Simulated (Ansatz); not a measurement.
**FGeH₅Si: up Jacob's ladder to CCSD(T)**

One table from this session's results is given with a row withheld; the runs are named, their logs left out.

Method: functionals in def2-TZVPP, the program's frozen cores in correlated methods; program: Ansatz 0.2.0, Gaussian basis.

The runs, in order: LDA (SPW92), PBE-D4, revPBE-D4, BLYP-D4, r2SCAN-D4, B97M-V, PBE0-D4, B3LYP-D4, r2SCANh-D4, r2SCAN0-D4, HSE06-D4, BHLYP-D4, CAM-B3LYP-D4, LC-ωPBE, ωB97X-V, ωB97M-V, B2PLYP, PBE-QIDH; CCSD(T)/def2-SVP; CCSD(T)/def2-TZVPP; MP2/def2-QZVPP; extrapolation to the limit; RPA on PBE.

## Structure used throughout

All runs share one geometry, relaxed beforehand with PBE0-D4 in a triple-zeta def2 set.

SMILES `F[SiH2][GeH3]`, 8 atoms, charge 0, spin multiplicity 1.

Atoms are counted from 1 here; the program's logs count them from 0.

Bond lengths: F1–Si2 1.606 Å, Si2–Ge3 2.380 Å, Si2–H4 1.485 Å, Si2–H5 1.485 Å, Ge3–H6 1.536 Å, Ge3–H7 1.539 Å, Ge3–H8 1.536 Å. Angles: F1–Si2–Ge3 109.6°, F1–Si2–H4 107.7°, F1–Si2–H5 107.7°, Ge3–Si2–H4 111.2°, Ge3–Si2–H5 111.2°, H4–Si2–H5 109.2°, Si2–Ge3–H6 110.9°, Si2–Ge3–H7 108.9°, Si2–Ge3–H8 110.9°, H6–Ge3–H7 108.5°, H6–Ge3–H8 108.9°, H7–Ge3–H8 108.5°.

The first run:

in.yaml reads:

```yaml
crystal:
  periodic: [false, false, false]
  atoms:
    - {symbol: F, position_ang: [-1.938090, 1.112357, -0.414237]}
    - {symbol: Si, position_ang: [-0.486315, 0.615841, -0.887462]}
    - {symbol: Ge, position_ang: [0.536221, -0.636683, 0.858871]}
    - {symbol: H, position_ang: [-0.666671, -0.210942, -2.108323]}
    - {symbol: H, position_ang: [0.315103, 1.819654, -1.226805]}
    - {symbol: H, position_ang: [0.716709, 0.223707, 2.118796]}
    - {symbol: H, position_ang: [1.921971, -1.110665, 0.387591]}
    - {symbol: H, position_ang: [-0.306730, -1.870468, 1.215870]}
basis:
  gaussian: {orbitals: def2-TZVPP}
hamiltonian: {xc: lda}
output: {orbitals: {seedname: orbitals}}
```

Among the steps run: LDA; PBE-D4 (GGA); revPBE-D4 (GGA); BLYP-D4 (GGA); r2SCAN-D4 (meta-GGA); B97M-V (meta-GGA); PBE0-D4 (hybrid); B3LYP-D4 (hybrid); r2SCANh-D4 (hybrid); r2SCAN0-D4 (hybrid); HSE06-D4 (hybrid); BHLYP-D4 (hybrid); CAM-B3LYP-D4 (range-separated); LC-ωPBE-D4 (range-separated; the results give it without D4); ωB97X-V (range-separated); ωB97M-V (range-separated); B2PLYP (double hybrid); PBE-QIDH (double hybrid).

One table of the session follows, with a row left open; its other results are not shown here.

It belongs to the step «Orbital energies across the functionals». 

| functional | HOMO (eV) | gap (eV) |
| --- | --- | --- |
| LDA (SPW92) | -7.25 | 5.64 |
| PBE-D4 | -7.15 | 5.77 |
| revPBE-D4 | -7.11 | 5.83 |
| BLYP-D4 | -7.03 | 5.80 |
| r2SCAN-D4 | -7.45 | 6.39 |
| B97M-V | -7.56 | 6.31 |
| PBE0-D4 | -8.33 | 7.80 |
| B3LYP-D4 | -8.13 | 7.41 |
| r2SCANh-D4 | -7.88 | 7.11 |
| r2SCAN0-D4 | -8.52 | 8.18 |
| HSE06-D4 | -7.93 | 7.03 |
| BHLYP-D4 | -9.40 | 9.77 |
| CAM-B3LYP-D4 | -9.62 | 10.12 |
| LC-ωPBE | -10.91 | 12.58 |
| ωB97X-V | -10.59 | 12.12 |
| ωB97M-V | ? | ? |

Q: Estimate the row for ωB97M-V from the others.

**Answer.** HOMO (eV): -10.38; gap (eV): 11.63. In the column «HOMO (eV)» it lies between ωB97X-V (-10.59) and CAM-B3LYP-D4 (-9.62).
